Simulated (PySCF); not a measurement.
**C₃H₄BCl₂N: electronic excitations at several levels of theory**

How much do the electronic excitations of C₃H₄BCl₂N (`[H]/N=C(\C=C)B(Cl)Cl`) depend on the level of theory, and what does each level cost?

The runs use PySCF 2.14.0, with density-fitted response routines of our own; the level of theory stands in each step. All values are computed, except where a source is named. Atoms count from 0, in the outputs and in this text.

## (1) The molecule as given

11 atoms, charge 0, multiplicity 1; geometry from: GFN2-xTB. The atoms were then displaced at random by about 0.01 Å, so the start is not that level's minimum.

Bonds of the start (Å): C0–C1 1.35, C1–C2 1.46, C2–N3 1.28, C2–B4 1.61, B4–Cl5 1.70, B4–Cl6 1.72, C0–H7 1.07, C0–H8 1.05, C1–H9 1.08, N3–H10 1.05.

## (2) Relaxing the molecule at PBE0-D3(BJ)/def2-SVP

Job settings and geometry (Å):

```
{"job": {"xc": "PBE0", "basis": "def2-SVP", "d3": "d3bj", "grid": 1, "shake": 0.01, "kind": "geom"}, "charge": 0, "multiplicity": 1}
C     -1.152500    -1.016990     0.756900
C     -1.022400     0.097680     0.014630
C      0.265150     0.618290    -0.436050
N      0.448750     1.678910    -1.126210
B      1.619170    -0.168810    -0.050010
Cl     2.093080    -1.534280    -0.940310
Cl     2.602860     0.385540     1.252000
H     -2.131310    -1.329600     1.053990
H     -0.333130    -1.577970     1.092830
H     -1.879760     0.681970    -0.284500
H     -0.471800     2.139430    -1.348930
```

Started as:

```
$ OMP_NUM_THREADS=1 python probes_run.py task.json out
```

One launch serves the whole session: the jobs run in the order shown.

Log:

```text
step   0  E = -1115.80597543  max force = 0.034585
step   1  E = -1115.80867119  max force = 0.011297
step   2  E = -1115.81002947  max force = 0.011527
step   3  E = -1115.81070236  max force = 0.005127
step   4  E = -1115.81066146  max force = 0.004151
step   5  E = -1115.81085588  max force = 0.001380
step   6  E = -1115.81086364  max force = 0.000682
step   7  E = -1115.81088197  max force = 0.000370
step   8  E = -1115.81092064  max force = 0.001462
step   9  E = -1115.81096767  max force = 0.002423
step  10  E = -1115.81100962  max force = 0.002491
step  11  E = -1115.81104854  max force = 0.001973
step  12  E = -1115.81107232  max force = 0.001057
step  13  E = -1115.81107978  max force = 0.000488
step  14  E = -1115.81108178  max force = 0.000459
step  15  E = -1115.81108346  max force = 0.000379
optimisation converged
```

Wall time 1.8 min (1 thread of Arm Neoverse V1, shared host); peak memory 0.54 GiB.

Step by step: (the energy doesn't fall at every step)

| step | energy from step 0 (eV) | largest force component (eV/Å) |
| --- | --- | --- |
| 0 | 0.0000 | 1.7784 |
| 1 | -0.0734 | 0.5809 |
| 2 | -0.1103 | 0.5927 |
| 3 | -0.1286 | 0.2636 |
| 4 | -0.1275 | 0.2135 |
| 5 | -0.1328 | 0.0710 |
| 6 | -0.1330 | 0.0351 |
| 7 | -0.1335 | 0.0190 |
| 8 | -0.1346 | 0.0752 |
| 9 | -0.1358 | 0.1246 |
| 10 | -0.1370 | 0.1281 |
| 11 | -0.1380 | 0.1015 |
| 12 | -0.1387 | 0.0544 |
| 13 | -0.1389 | 0.0251 |
| 14 | -0.1390 | 0.0236 |
| 15 | -0.1390 | 0.0195 |

Close pairs (by a distance rule), those that changed most:

| bond | before (Å) | after (Å) | change (Å) |
| --- | --- | --- | --- |
| B4–Cl5 | 1.698 | 1.749 | +0.051 |
| C0–H8 | 1.048 | 1.094 | +0.046 |
| C2–B4 | 1.613 | 1.581 | -0.032 |
| N3–H10 | 1.053 | 1.029 | -0.024 |
| C0–H7 | 1.070 | 1.092 | +0.023 |
| C1–H9 | 1.080 | 1.098 | +0.019 |
| B4–Cl6 | 1.723 | 1.740 | +0.017 |
| C1–C2 | 1.460 | 1.470 | +0.010 |

The final coordinates are the input of the step that follows.

| at the end point | value |
| --- | --- |
| point group (found at 0.08 Å tolerance) | C1 |
| rotational constants (GHz, main isotopes) | 1.988, 1.384, 1.050 |
| dipole moment (D) | 2.77 |

## (3) Excited states and response: PBE0/def2-SVP

Job settings and geometry (Å):

```
{"job": {"kind": "uv", "xc": "PBE0", "basis": "def2-SVP"}, "charge": 0, "multiplicity": 1}
C     -1.310459    -0.964669     0.667850
C     -1.019004     0.068869    -0.130238
C      0.336076     0.572307    -0.397139
N      0.601752     1.553717    -1.177272
B      1.638184    -0.082223     0.214718
Cl     2.070411    -1.727170    -0.193212
Cl     2.678783     0.839859     1.260971
H     -2.343471    -1.280151     0.831531
H     -0.530404    -1.539517     1.175735
H     -1.828726     0.616143    -0.631644
H     -0.257187     1.922256    -1.607566
```

With the program's defaults for keys left out, this is: TDDFT PBE0/def2-SVP, vertical, gas phase, core orbitals frozen in the response.

Log:

```text
coarse grid: 11136 points
cycle   1  E = -1115.6418412928  dE =  8.005e-01  |g| = 3.978e-01  |ddm| = 3.720e+00
cycle   2  E = -1115.5944827650  dE =  4.736e-02  |g| = 6.109e-01  |ddm| = 1.125e+00
cycle   3  E = -1115.6811226148  dE = -8.664e-02  |g| = 1.260e-01  |ddm| = 7.238e-01
cycle   4  E = -1115.6849081072  dE = -3.785e-03  |g| = 3.475e-02  |ddm| = 1.564e-01
cycle   5  E = -1115.6851776723  dE = -2.696e-04  |g| = 1.348e-02  |ddm| = 5.451e-02
cycle   6  E = -1115.6852270893  dE = -4.942e-05  |g| = 3.386e-03  |ddm| = 1.756e-02
cycle   7  E = -1115.6852298599  dE = -2.771e-06  |g| = 1.112e-03  |ddm| = 4.504e-03
final grid: 100808 points
cycle   8  E = -1115.8002053694  dE = -2.214e-05  |g| = 5.692e-03  |ddm| = 2.282e-02
cycle   9  E = -1115.8002025871  dE =  2.782e-06  |g| = 6.618e-03  |ddm| = 1.381e-02
cycle  10  E = -1115.8002135747  dE = -1.099e-05  |g| = 1.689e-03  |ddm| = 8.160e-03
cycle  11  E = -1115.8002143471  dE = -7.724e-07  |g| = 2.510e-04  |ddm| = 1.896e-03
cycle  12  E = -1115.8002143585  dE = -1.131e-08  |g| = 1.284e-04  |ddm| = 3.705e-04
cycle  13  E = -1115.8002143623  dE = -3.890e-09  |g| = 3.442e-05  |ddm| = 1.391e-04
cycle  14  E = -1115.8002143626  dE = -2.703e-10  |g| = 6.461e-06  |ddm| = 3.820e-05
converged SCF energy = -1115.8002143626

Static polarisability (au): isotropic 66.998, principal 49.235 68.026 83.733

Singlet excitations
state   eV       nm        f      main configurations
  1   4.2029    295.0   0.00459   H->L 0.94
  2   5.0597    245.0   0.00711   H->L+1 0.94
  3   5.3515    231.7   0.02261   H-1->L+1 0.47, H-1->L 0.46
  4   5.8162    213.2   0.00307   H-2->L 0.76, H-2->L+1 0.23
  5   6.0803    203.9   0.03225   H-3->L 0.76, H-1->L+1 0.10
  6   6.3582    195.0   0.33868   H-1->L 0.38, H-1->L+1 0.37, H-3->L 0.08
  7   6.5403    189.6   0.00821   H-2->L+1 0.75, H-2->L 0.23
  8   6.6814    185.6   0.02105   H-3->L+1 0.43, H-4->L 0.38, H-3->L 0.10
  9   6.7625    183.3   0.01972   H-4->L 0.54, H-3->L+1 0.34, H-4->L+1 0.08
 10   7.2852    170.2   0.05987   H-4->L+1 0.70, H->L+2 0.16

Triplet excitations (Tamm-Dancoff, eV): 3.3283 3.4140 4.7009 4.9238
```

It took 14 s on 1 thread of Arm Neoverse V1, shared host; peak memory 0.63 GiB.

Frontier orbitals and where they lie:

```csv
orbital,eV,atoms
HOMO−3,-9.35,"Cl5 40 %, Cl6 26 %, N3 13 %"
HOMO−2,-8.95,"Cl6 56 %, Cl5 36 %"
HOMO−1,-7.95,"C0 36 %, N3 28 %, C1 25 %"
HOMO,-7.65,"N3 59 %, C2 10 %, C1 8 %"
LUMO,-1.76,"N3 26 %, C0 20 %, B4 20 %"
LUMO+1,-1.14,"B4 45 %, C0 15 %, C1 12 %"
LUMO+2,1.42,"C1 26 %, C2 22 %, C0 13 %"
```

With each of the 10 states as a Gaussian band of 0.4 eV half-width at 1/e, the curve within the window shown has maxima at 293 nm (ε 190), 194 nm (ε 16,000) L/(mol cm). Beyond the last state computed it falls off for lack of states. The curve at chosen wavelengths:

| nm | ε (L/mol/cm) |
| --- | --- |
| 163 | 1400 |
| 170 | 2758 |
| 177 | 3712 |
| 185 | 9326 |
| 192 | 15067 |
| 199 | 13824 |
| 206 | 7850 |
| 213 | 3299 |
| 221 | 1445 |
| 228 | 1207 |
| 235 | 1143 |
| 242 | 937 |
| 249 | 650 |
| 257 | 369 |
| 264 | 223 |
| 271 | 164 |
| 278 | 161 |
| 285 | 178 |
| 293 | 189 |
| 300 | 181 |
| 307 | 155 |
| 314 | 122 |
| 321 | 88 |
| 329 | 56 |
| 336 | 35 |
| 343 | 21 |

Ground-state properties from the same run:

| property | computed |
| --- | --- |
| dipole moment (D) | 2.77 |
| polarisability (Å³) | 9.93 |
| HOMO–LUMO gap (eV) | 5.89 |
| −ε(HOMO) (eV) | 7.65 |

## (4) TDDFT and polarisability: PBE0/def2-TZVP

Same as in step 3 but for these lines:

```diff
@@ -1,2 +1,2 @@
-{"job": {"kind": "uv", "xc": "PBE0", "basis": "def2-SVP"}, "charge": 0, "multiplicity": 1}
+{"job": {"kind": "uv", "xc": "PBE0", "basis": "def2-TZVP"}, "charge": 0, "multiplicity": 1}
 C     -1.310459    -0.964669     0.667850
```

With the program's defaults for keys left out, this is: TDDFT PBE0/def2-TZVP, vertical, gas phase, core orbitals frozen in the response.

Log:

```text
coarse grid: 11136 points
cycle   1  E = -1116.2924111713  dE =  8.546e-01  |g| = 4.093e-01  |ddm| = 2.814e+00
cycle   2  E = -1116.2527342838  dE =  3.968e-02  |g| = 6.036e-01  |ddm| = 1.052e+00
cycle   3  E = -1116.3311611367  dE = -7.843e-02  |g| = 1.406e-01  |ddm| = 6.395e-01
cycle   4  E = -1116.3355191688  dE = -4.358e-03  |g| = 4.476e-02  |ddm| = 1.259e-01
cycle   5  E = -1116.3359527609  dE = -4.336e-04  |g| = 1.389e-02  |ddm| = 4.719e-02
cycle   6  E = -1116.3360012164  dE = -4.846e-05  |g| = 3.952e-03  |ddm| = 1.552e-02
cycle   7  E = -1116.3360048956  dE = -3.679e-06  |g| = 1.522e-03  |ddm| = 4.247e-03
final grid: 100808 points
cycle   8  E = -1116.3253508801  dE = -4.755e-05  |g| = 7.231e-03  |ddm| = 5.070e-02
cycle   9  E = -1116.3253454263  dE =  5.454e-06  |g| = 8.303e-03  |ddm| = 1.451e-02
cycle  10  E = -1116.3253618577  dE = -1.643e-05  |g| = 2.097e-03  |ddm| = 8.598e-03
cycle  11  E = -1116.3253629356  dE = -1.078e-06  |g| = 4.540e-04  |ddm| = 1.764e-03
cycle  12  E = -1116.3253629798  dE = -4.423e-08  |g| = 1.860e-04  |ddm| = 4.104e-04
cycle  13  E = -1116.3253629870  dE = -7.148e-09  |g| = 5.936e-05  |ddm| = 1.551e-04
cycle  14  E = -1116.3253629877  dE = -7.494e-10  |g| = 1.046e-05  |ddm| = 4.786e-05
converged SCF energy = -1116.3253629877

Static polarisability (au): isotropic 80.371, principal 63.728 81.540 95.846

Singlet excitations
state   eV       nm        f      main configurations
  1   4.2230    293.6   0.00460   H->L 0.88, H-1->L 0.09
  2   5.0118    247.4   0.00618   H->L+1 0.93
  3   5.1742    239.6   0.02404   H-1->L 0.53, H-1->L+1 0.38
  4   5.6835    218.1   0.00314   H-2->L 0.77, H-2->L+1 0.21
  5   5.9687    207.7   0.05532   H-3->L 0.71, H-1->L+1 0.14
  6   6.1749    200.8   0.31357   H-1->L+1 0.42, H-1->L 0.28, H-3->L 0.14
  7   6.4691    191.7   0.00373   H-2->L+1 0.76, H-2->L 0.21
  8   6.5690    188.7   0.02061   H-4->L 0.42, H-3->L+1 0.37, H-3->L 0.10
  9   6.6646    186.0   0.03259   H-4->L 0.49, H-3->L+1 0.40
 10   7.1071    174.5   0.05247   H-4->L+1 0.75, H->L+2 0.12

Triplet excitations (Tamm-Dancoff, eV): 3.3351 3.4928 4.6506 4.8445
```

Wall time 45 s (1 thread of Arm Neoverse V1, shared host); peak memory 1 GiB.

Key values: HOMO -7.86 eV, LUMO -1.96 eV; lowest singlet 4.22 eV.

## (5) Ultraviolet spectrum: PBE0/aug-cc-pVDZ

Same as in step 4 but for these lines:

```diff
@@ -1,2 +1,2 @@
-{"job": {"kind": "uv", "xc": "PBE0", "basis": "def2-TZVP"}, "charge": 0, "multiplicity": 1}
+{"job": {"kind": "uv", "xc": "PBE0", "basis": "aug-cc-pVDZ"}, "charge": 0, "multiplicity": 1}
 C     -1.310459    -0.964669     0.667850
```

With the program's defaults for keys left out, this is: TDDFT PBE0/aug-cc-pVDZ, vertical, gas phase, core orbitals frozen in the response.

Log:

```text
coarse grid: 11136 points
cycle   1  E = -1116.2011672058  dE =  8.969e-01  |g| = 3.930e-01  |ddm| = 9.864e+00
cycle   2  E = -1116.1573527770  dE =  4.381e-02  |g| = 5.996e-01  |ddm| = 2.112e+00
cycle   3  E = -1116.2399534819  dE = -8.260e-02  |g| = 1.295e-01  |ddm| = 1.004e+00
cycle   4  E = -1116.2440266034  dE = -4.073e-03  |g| = 3.220e-02  |ddm| = 3.047e-01
cycle   5  E = -1116.2442467070  dE = -2.201e-04  |g| = 1.407e-02  |ddm| = 9.142e-02
cycle   6  E = -1116.2443021202  dE = -5.541e-05  |g| = 3.151e-03  |ddm| = 3.148e-02
cycle   7  E = -1116.2443045688  dE = -2.449e-06  |g| = 1.015e-03  |ddm| = 7.357e-03
final grid: 100808 points
cycle   8  E = -1116.2692016566  dE = -2.542e-05  |g| = 6.413e-03  |ddm| = 2.460e-01
cycle   9  E = -1116.2691968640  dE =  4.793e-06  |g| = 7.752e-03  |ddm| = 4.633e-02
cycle  10  E = -1116.2692123841  dE = -1.552e-05  |g| = 1.733e-03  |ddm| = 1.764e-02
cycle  11  E = -1116.2692131960  dE = -8.119e-07  |g| = 2.904e-04  |ddm| = 4.206e-03
cycle  12  E = -1116.2692132115  dE = -1.552e-08  |g| = 1.551e-04  |ddm| = 7.173e-04
cycle  13  E = -1116.2692132173  dE = -5.753e-09  |g| = 3.963e-05  |ddm| = 3.346e-04
cycle  14  E = -1116.2692132176  dE = -3.365e-10  |g| = 1.114e-05  |ddm| = 1.040e-04
converged SCF energy = -1116.2692132176

Static polarisability (au): isotropic 86.359, principal 70.463 87.550 101.064

Singlet excitations
state   eV       nm        f      main configurations
  1   4.2198    293.8   0.00453   H->L 0.87, H-1->L 0.10
  2   5.0081    247.6   0.00655   H->L+1 0.92
  3   5.1323    241.6   0.02697   H-1->L 0.54, H-1->L+1 0.35
  4   5.6777    218.4   0.00419   H-2->L 0.78, H-2->L+1 0.20
  5   5.9512    208.3   0.09615   H-3->L 0.60, H-1->L+1 0.22
  6   6.1146    202.8   0.27129   H-1->L+1 0.36, H-3->L 0.26, H-1->L 0.22
  7   6.4580    192.0   0.00335   H-2->L+1 0.77, H-2->L 0.20
  8   6.5614    189.0   0.02184   H-4->L 0.49, H-3->L+1 0.33, H-3->L 0.09
  9   6.6566    186.3   0.03292   H-3->L+1 0.46, H-4->L 0.42
 10   6.8199    181.8   0.02175   H->L+2 0.80

Triplet excitations (Tamm-Dancoff, eV): 3.3381 3.5031 4.6488 4.8292
```

Wall time 35 s (1 thread of Arm Neoverse V1, shared host); peak memory 0.85 GiB.

In short: HOMO -7.90 eV, LUMO -2.02 eV; lowest singlet 4.22 eV.

## (6) TDDFT and polarisability: PBE0/6-31+G*

Same as in step 5 but for these lines:

```diff
@@ -1,2 +1,2 @@
-{"job": {"kind": "uv", "xc": "PBE0", "basis": "aug-cc-pVDZ"}, "charge": 0, "multiplicity": 1}
+{"job": {"kind": "uv", "xc": "PBE0", "basis": "6-31+G*"}, "charge": 0, "multiplicity": 1}
 C     -1.310459    -0.964669     0.667850
```

Level: TDDFT PBE0/6-31+G*, vertical, gas phase, core orbitals frozen in the response.

Log:

```text
coarse grid: 11136 points
cycle   1  E = -1116.2117562824  dE =  8.913e-01  |g| = 3.958e-01  |ddm| = 4.332e+00
cycle   2  E = -1116.1725407900  dE =  3.922e-02  |g| = 5.841e-01  |ddm| = 3.525e+00
cycle   3  E = -1116.2515622474  dE = -7.902e-02  |g| = 1.320e-01  |ddm| = 2.055e+00
cycle   4  E = -1116.2557508643  dE = -4.189e-03  |g| = 3.422e-02  |ddm| = 2.601e-01
cycle   5  E = -1116.2560125340  dE = -2.617e-04  |g| = 1.323e-02  |ddm| = 1.598e-01
cycle   6  E = -1116.2560605239  dE = -4.799e-05  |g| = 3.346e-03  |ddm| = 5.467e-02
cycle   7  E = -1116.2560632651  dE = -2.741e-06  |g| = 1.108e-03  |ddm| = 7.032e-03
final grid: 100808 points
cycle   8  E = -1116.1931854781  dE = -2.210e-05  |g| = 6.325e-03  |ddm| = 7.341e-02
cycle   9  E = -1116.1931807164  dE =  4.762e-06  |g| = 7.709e-03  |ddm| = 4.869e-02
cycle  10  E = -1116.1931960480  dE = -1.533e-05  |g| = 1.795e-03  |ddm| = 2.775e-02
cycle  11  E = -1116.1931969237  dE = -8.756e-07  |g| = 2.798e-04  |ddm| = 2.988e-03
cycle  12  E = -1116.1931969377  dE = -1.401e-08  |g| = 1.463e-04  |ddm| = 7.188e-04
cycle  13  E = -1116.1931969428  dE = -5.181e-09  |g| = 3.605e-05  |ddm| = 2.750e-04
cycle  14  E = -1116.1931969431  dE = -2.860e-10  |g| = 1.027e-05  |ddm| = 8.198e-05
converged SCF energy = -1116.1931969431

Static polarisability (au): isotropic 79.207, principal 62.921 78.943 95.757

Singlet excitations
state   eV       nm        f      main configurations
  1   4.2614    290.9   0.00549   H->L 0.84, H-1->L 0.13
  2   5.0372    246.1   0.00696   H->L+1 0.91
  3   5.1333    241.5   0.02447   H-1->L 0.52, H-1->L+1 0.35
  4   5.7032    217.4   0.00363   H-2->L 0.80, H-2->L+1 0.19
  5   5.9879    207.1   0.08471   H-3->L 0.64, H-1->L+1 0.18
  6   6.1630    201.2   0.30880   H-1->L+1 0.39, H-1->L 0.23, H-3->L 0.21
  7   6.4941    190.9   0.00335   H-2->L+1 0.78, H-2->L 0.19
  8   6.5959    188.0   0.02526   H-4->L 0.53, H-3->L+1 0.28, H-3->L 0.10
  9   6.6955    185.2   0.03213   H-3->L+1 0.48, H-4->L 0.37, H-4->L+1 0.08
 10   7.0323    176.3   0.01905   H->L+2 0.66, H->L+3 0.17

Triplet excitations (Tamm-Dancoff, eV): 3.3266 3.5155 4.6676 4.8336
```

Run time: 19 s. Hardware: 1 thread of Arm Neoverse V1, shared host; peak memory 0.71 GiB.

Key values: HOMO -7.92 eV, LUMO -2.01 eV; lowest singlet 4.26 eV.

## (7) Side by side: electronic excitations

Excitations and ground-state properties, with basis size and wall time:

```
             run  lowest singlet (eV)  brightest (eV)      f  gap (eV)  α (Å³)  μ (D)  functions  time
   PBE0/def2-SVP                 4.20            6.36  0.339      5.89    9.93   2.77        126  14 s
  PBE0/def2-TZVP                 4.22            6.17  0.314      5.89   11.91   2.89        253  45 s
PBE0/aug-cc-pVDZ                 4.22            6.11  0.271      5.87   12.80   2.92        205  35 s
    PBE0/6-31+G*                 4.26            6.16  0.309      5.91   11.74   3.14        142  19 s
```

## (8) Outcome

| quantity | value |
| --- | --- |
| point group | C1 |
| rotational constants (main isotopes) | 1.99, 1.38, 1.05 GHz |
| lowest singlet (PBE0/def2-SVP) | 4.20 eV (295 nm), f = 0.005 |
| brightest single state of those computed | state 6, 6.36 eV, f = 0.339 |
| lowest triplet | 3.33 eV |
| range of the lowest singlet | 4.20 to 4.26 eV |

**Reading.** Single values in the summary come from the first run of each kind that ended normally (PBE0/def2-SVP), which need not be the best level. Relaxing lowered the energy by 0.139 eV in 15 steps; the close pair that moved most is B4–Cl5, from 1.698 to 1.749 Å. The first singlet state (HOMO→LUMO 0.94) lies at 4.20 eV and is weak; of the 10 states computed, the strongest absorption comes from state 6 at 6.36 eV. The lowest triplet lies 0.87 eV below the lowest singlet (triplets in Tamm-Dancoff, singlets in full TDDFT). The lowest singlet runs from 4.20 eV (PBE0/def2-SVP) to 4.26 eV (PBE0/6-31+G*), while the orbital gap spans 5.87 to 5.91 eV. The lowest state need not be the same one in every run.
